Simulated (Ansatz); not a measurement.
# HfB4: the cost of one run

Computed with Ansatz 0.2.0 (DFT PBE, scalar-relativistic, plane waves, PAW, unless a step's input says otherwise).

**1. The starting structure**

Symmetry: P6/mmm, No. 191, hexagonal system. The conventional cell has a = 3.093 Å, b = 3.093 Å, c = 5.046 Å, α = 90.00°, β = 90.00°, γ = 120.00°. Hf (site symmetry 6/mmm) is surrounded by 8 B at 1.79 to 1.90 Å. B (site symmetry 6mm) has 1 B at 1.25 Å as nearest neighbours. B (site symmetry -6m2) has 3 B at 1.79 Å and 3 Hf at 1.79 Å as nearest neighbours.

Coordinates:

```
Hf B
1.0
     3.09264    0.00000    0.00000
    -1.54632    2.67831    0.00000
     0.00000    0.00000    5.04552
Hf B
1 4
Direct
  0.00000 0.00000 0.00000
  0.00000 0.00000 0.37600
  0.00000 0.00000 0.62400
  0.33333 0.66667 0.00000
  0.66667 0.33333 0.00000
```

Recipe of the guess: random cell by space group and Wyckoff sites (P6/mmm, No. 191). Its size is a rough estimate.

**2. The guess as it stands, on a coarse mesh**

Contents of input.yaml:

```yaml
crystal:
  lattice:
    - [3.09264388, 0.0, 0.0]
    - [-1.54632194, 2.67830816, 0.0]
    - [0.0, 0.0, 5.04552364]
  atoms:
    - { symbol: Hf, position: [0.0, 0.0, 0.0] }
    - { symbol: B, position: [0.0, 0.0, 0.3760019] }
    - { symbol: B, position: [0.0, 0.0, 0.6239981] }
    - { symbol: B, position: [0.33333333, 0.66666667, 0.0] }
    - { symbol: B, position: [0.66666667, 0.33333333, 0.0] }
basis:
  ecutwfc: 420
kpoints:
  mp_grid: { grid: [6, 6, 4] }
hamiltonian:
  xc: pbe
scf:
  occupations: { method: gaussian, width: 0.1 }
  lower_state_search: "off"
output:
  forces: true
  stress: true
  eigenvalues: true
```

Run with:

```sh
$ ansatz run input.yaml --threads 1 --pin off --max-ram 2048MiB --backend cpu --events-out ev --progress --plain --runs-dir out
```

Q: Estimate wall time and peak memory on 1 thread of Intel Xeon Platinum 8488C (Sapphire Rapids), shared host.

About 1.5 s, with a peak of 0.38 GiB.
